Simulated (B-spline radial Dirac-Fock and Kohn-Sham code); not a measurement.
# Lu⁵¹⁺: core levels and X-ray properties

Aim: for lutetium as Lu⁵¹⁺, compute its X-ray form factor and Compton profile and the binding energy of each subshell.

Method: a free atom or ion on a radial basis; each step names its model; computed with B-spline radial Dirac-Fock and Kohn-Sham code, version 2.

**1. The system**

Lu⁵¹⁺, configuration 1s2 2s2 2p6 3s2 3p6 3d2.

| Property | Result |
| --- | --- |
| nuclear charge | 71 |
| electrons | 20 |
| mass number | 175 |
| nuclear rms radius | 5.37 fm |

Outer shells as boxes (Hund's rule, for the drawing alone; heavy ions are jj-coupled, and the calculation averages over the configuration):

```
[Ar] core
3d [↑ ][↑ ][  ][  ][  ]
```

**2. Form factor and Compton profile**

Model: Dirac-Fock average of configuration, finite nucleus; form factor of the spherical density, Waller-Hartree incoherent function, impulse-approximation Compton profiles.

Recorded inputs:

```ini
task = scatter
Z = 71
charge = 51
configuration = 1s2 2s2 2p6 3s2 3p6 3d2
mass_number = 175
rms_radius = 5.37  # fm
s = [0.0, 0.1, 0.12, 0.14, 0.17, 0.2, 0.24, 0.29, 0.35, 0.42, 0.5, 0.6, 0.72, 0.86, 1.04, 1.24, 1.49, 1.79, 2.15, 2.58, 3.1, 3.72, 4.46]  # 1/A
pz = [0, 0.1, 0.2, 0.3, 0.4, 0.5, 0.6, 0.8, 1.0, 1.2, 1.4, 1.6, 1.8, 2.0, 2.5, 3.0, 4.0, 5.0, 7.0, 10.0, 15.0, 20.0, 30.0, 40.0, 60.0, 100.0]  # a.u.
photon_energy = [1000, 2000, 5000, 8047.8, 10000, 17479.3, 500000, 1000000]  # eV
```

Main fields of the result record, rounded:

```text
{
  "status": "converged",
  "form_factor [e]": [20.0, 19.964, 19.949, 19.93, 19.897, 19.858, 19.796, 19.703, 19.57, 19.386, 19.138, 18.776, 18.273, 17.606, 16.647, 15.495, 14.007, 12.268, 10.406, 8.63, 7.1344, 6.0304, 5.1892],
  "incoherent": [5.3718e-12, 0.03629, 0.052213, 0.070994, 0.10449, 0.1443, 0.20708, 0.30077, 0.43483, 0.61964, 0.86582, 1.221, 1.7072, 2.3401, 3.2247, 4.2534, 5.5368, 6.9889, 8.5318, 10.067, 11.533, 12.869, 14.096],
  "compton_total [1/a.u.]": [0.71121, 0.71116, 0.71102, 0.71077, 0.71043, 0.70999, 0.70945, 0.70808, 0.70631, 0.70416, 0.70162, 0.69869, 0.69538, 0.69168, 0.68079, 0.66761, 0.63483, 0.59468, 0.50063, 0.36043, 0.20896, 0.1362, 0.064086, 0.031767, 0.010162, 0.0019324],
  "shells": ["1s1/2", "2s1/2", "2p1/2", "2p3/2", "3s1/2", "3p1/2", "3p3/2", "3d3/2", "3d5/2"],
  "occupation": [2.0, 2.0, 2.0, 4.0, 2.0, 2.0, 4.0, 0.8, 1.2],
  "mean_momentum [a.u.]": [72.467, 26.174, 34.478, 30.934, 14.297, 16.918, 15.917, 19.013, 18.649],
  "r2 [bohr^2]": 0.48384,
  "r_inverse [1/bohr]": 385.47,
  "r1 [bohr]": 2.5574,
  "coherent [b]": [265.79, 264.87, 258.57, 247.35, 238.12, 194.9, 1.6917, 0.44672],
  "incoherent_cross_section [b]": [0.0078182, 0.031019, 0.18724, 0.46122, 0.68449, 1.7244, 5.4491, 4.1241],
  "radial_jk": {
    "3d": {"j0": [1.0, 0.9974, 0.99626, 0.99492, 0.99251, 0.98965, 0.98514, 0.97837, 0.96865, 0.95518, 0.93707, 0.91065, 0.87389, 0.82501, 0.75468, 0.66996, 0.56008, 0.43131, 0.29299, 0.16206, 0.056771, -0.0071896, -0.030607], "j2": [0.0, 0.001038, 0.0014935, 0.0020308, 0.0029892, 0.0041288, 0.0059261, 0.0086102, 0.012453, 0.017754, 0.024822, 0.035028, 0.048997, 0.067144, 0.092311, 0.12097, 0.15496, 0.18896, 0.21554, 0.22499, 0.2094, 0.16892, 0.11486], "j4": [0.0, 4.2848e-07, 8.8781e-07, 1.6433e-06, 3.5667e-06, 6.8193e-06, 1.4096e-05, 2.991e-05, 6.3029e-05, 0.00012946, 0.00025667, 0.00052203, 0.0010529, 0.0020621, 0.0041576, 0.0077745, 0.01446, 0.025655, 0.042721, 0.065337, 0.090082, 0.10874, 0.11268], "r2": 0.035274, "r4": 0.0020744, "r6": 0.00018337}
  }
}
```

Form factor and incoherent function, every second point:

```tsv
s (1/Å)	f (e)	f / N	S(s)
0	20.00	1.000	0
0.120	19.95	0.997	0.05221
0.170	19.90	0.995	0.1045
0.240	19.80	0.990	0.2071
0.350	19.57	0.979	0.4348
0.500	19.14	0.957	0.8658
0.720	18.27	0.914	1.707
1.04	16.65	0.832	3.225
1.49	14.01	0.700	5.537
2.15	10.41	0.520	8.532
3.10	7.134	0.357	11.53
4.46	5.189	0.259	14.10
```

**3. Binding energies**

Model: Dirac-Fock average of configuration, Delta-SCF, finite nucleus, first-order Breit with its frequency dependence, self-energy and vacuum polarisation.

Settings, as recorded:

```ini
task = binding
```

Main fields of the result record, rounded:

```text
{
  "status": "converged",
  "shells": ["K", "L1", "L2", "L3", "M1", "M2", "M3", "M4,5"],
  "total_energy_parts [Ha]": [-12148.0167, 14.7987796, -1.46349558, -0.26527688, 11.9179415, -2.06110041],
  "koopmans [eV]": [67107.3, 14273.4, 13775.0, 12638.5, 5422.17, 5214.95, 4932.63, 4635.0],
  "dirac_coulomb [eV]": [67069.6, 14263.4, 13762.1, 12627.4, 5420.81, 5213.29, 4931.24, 4633.07],
  "gaunt [eV]": [-222.123, -24.4658, -40.1165, -27.5662, -5.64471, -9.43012, -6.5122, -3.31039],
  "retardation [eV]": [16.8656, 1.92065, 3.99276, 4.02809, 0.581396, 1.13867, 1.15921, 0.652705],
  "breit_frequency [eV]": [3.36763, -0.2439, -0.0572615, 1.42989, -0.0761444, -0.0788189, 0.343608, -0.00710093],
  "self_energy [eV]": [-127.559, -18.3416, 0.00791118, -1.33066, -4.7528, -0.142717, -0.429843, 0.170738],
  "vacuum_polarisation [eV]": [23.1197, 3.10358, 0.105463, -0.112359, 0.777622, 0.0343238, -0.0289385, -0.0313446],
  "binding [eV]": [66763.2, 14225.4, 13726.1, 12603.9, 5411.7, 5204.81, 4925.77, 4630.54],
  "mean_radius [bohr]": [0.0193173, 0.0805085, 0.0668625, 0.074221, 0.199579, 0.188759, 0.200257, 0.176115]
}
```

total_energy_parts: Dirac-Coulomb, Gaunt, retardation, frequency dependence, self-energy, vacuum polarisation. 

Each level as Koopmans' value plus corrections (eV):

```tsv
level	-ε	relaxation	Breit	QED	binding
1s	67107.3	-37.74	-201.89	-104.44	66763.2
2s	14273.4	-10.03	-22.79	-15.24	14225.4
2p1/2	13775.0	-12.87	-36.18	0.11	13726.1
2p3/2	12638.5	-11.08	-22.11	-1.44	12603.9
3s	5422.2	-1.35	-5.14	-3.98	5411.7
3p1/2	5215.0	-1.66	-8.37	-0.11	5204.8
3p3/2	4932.6	-1.40	-5.01	-0.46	4925.8
3d	4635.0	-1.93	-2.66	0.14	4630.5
```

Line energies follow by subtraction:

```tsv
line	energy (eV)
Kβ1 (K-M3)	61837.5
Kβ3 (K-M2)	61558.4
Kα1 (K-L3)	54159.4
Kα2 (K-L2)	53037.2
Lβ3 (L1-M3)	9299.6
Lβ4 (L1-M2)	9020.5
Lη (L2-M1)	8314.4
Lℓ (L3-M1)	7192.2
```

**4. What came out**

| quantity | value |
| --- | --- |
| rms radius of the electron cloud | 0.156 bohr |
| form factor halves at | 2.2 1/Å |
| Compton profile at zero | 0.7112 1/a.u. |
| deepest level listed, K (1s) | 66763.2 eV |
| least bound, M4,5 (3d) | 4630.5 eV |
| Kα1 | 54159.4 eV |
| ionisation energy, NIST (theoretical) | 4673.00 eV |

In words: f falls from 20 to half of that at s = 2.2 1/Å. Incoherent scattering outweighs coherent from 500 keV on, among the energies asked. For K (1s), relaxation takes off 37.7 eV, Breit terms shift it by -201.89 and QED by -104.44 eV. NIST's ionisation energy differs by +42.46 eV from the least binding energy; the calculation averages open shells over their j components and terms. The Hartree-Fock and Dirac-Fock values hold no electron correlation.
